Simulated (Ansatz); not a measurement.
# CH4F2MoO2S: how energies converge with the basis set

An exercise on one series of results from a longer session: the logs are not shown, and one member is left open.

The runs use Ansatz 0.2.0, Gaussian basis; one geometry, several basis sets.

Plan: PBE0-D4/def2-SVP; ωB97M-V/def2-SVP; PBE0-D4/def2-QZVPP; ωB97M-V/def2-QZVPP; the functionals' def2-TZVPP values are taken from earlier runs.

## The relaxed structure

The geometry comes from an earlier relaxation with PBE0-D4 in a triple-zeta def2 set; it is a stationary point, not always the lowest conformer. Mo takes the def2 core potential; no spin-orbit term is included.

SMILES `C[O][Mo]([OH])([F])([F])=[S]`, 11 atoms, charge 0, spin multiplicity 1.

Atoms are counted from 1 here; the program's logs count them from 0.

Bond lengths: C1–O2 1.400 Å, C1–H8 1.094 Å, C1–H9 1.096 Å, C1–H10 1.092 Å, O2–Mo3 1.850 Å, Mo3–O4 1.862 Å, Mo3–F5 1.874 Å, Mo3–F6 1.851 Å, Mo3–S7 2.083 Å, O4–H11 0.962 Å. Angles: O2–C1–H8 109.6°, O2–C1–H9 109.5°, O2–C1–H10 109.0°, H8–C1–H9 109.1°, H8–C1–H10 109.7°, H9–C1–H10 109.9°, C1–O2–Mo3 133.9°, O2–Mo3–O4 89.2°, O2–Mo3–F5 83.6°, O2–Mo3–F6 150.8°, O2–Mo3–S7 101.9°, O4–Mo3–F5 145.6°, O4–Mo3–F6 87.2°, O4–Mo3–S7 109.1°, F5–Mo3–F6 83.2°, F5–Mo3–S7 105.3°, F6–Mo3–S7 106.6°, Mo3–O4–H11 122.3°.

Set-up of the first run:

Input file in.yaml:

```yaml
crystal:
  periodic: [false, false, false]
  atoms:
    - {symbol: C, position_ang: [0.905702, -1.386498, -0.805572]}
    - {symbol: O, position_ang: [-0.063627, -0.744696, -0.025864]}
    - {symbol: Mo, position_ang: [-0.469290, 1.027555, 0.315010]}
    - {symbol: O, position_ang: [-1.821473, 0.469378, 1.467070]}
    - {symbol: F, position_ang: [0.035711, 1.269397, -1.473012]}
    - {symbol: F, position_ang: [-1.487370, 2.541772, 0.001693]}
    - {symbol: S, position_ang: [1.175814, 1.636987, 1.437878]}
    - {symbol: H, position_ang: [0.995192, -0.878663, -1.770868]}
    - {symbol: H, position_ang: [1.872216, -1.350996, -0.290801]}
    - {symbol: H, position_ang: [0.605705, -2.424395, -0.962165]}
    - {symbol: H, position_ang: [-1.683081, -0.216740, 2.127329]}
basis:
  gaussian: {orbitals: def2-SVP}
hamiltonian: {xc: pbe0, dispersion: d4}
output: {orbitals: {seedname: orbitals}}
```

Command:

```sh
> ansatz run in.yaml --threads 4 --pin off --events-out ev --progress --plain --max-ram 11315MiB
```

Among the steps run: PBE0-D4 in def2-SVP; ωB97M-V in def2-SVP; PBE0-D4 in def2-QZVPP; ωB97M-V in def2-QZVPP.

One table of the session follows, with a row left open; its other results are not shown here.

It belongs to the step «Density functionals: the series». 

```
functional       basis  HOMO (eV)  LUMO (eV)
   PBE0-D4    def2-SVP      -8.39      -3.75
   PBE0-D4  def2-TZVPP      -8.37      -3.72
   PBE0-D4  def2-QZVPP      -8.38      -3.71
   ωB97M-V    def2-SVP     -10.51      -1.59
   ωB97M-V  def2-TZVPP          ?          ?
   ωB97M-V  def2-QZVPP     -10.52      -1.58
```

**Question.** Estimate the row for ωB97M-V, def2-TZVPP.

**Answer.** HOMO (eV): -10.51; LUMO (eV): -1.57.
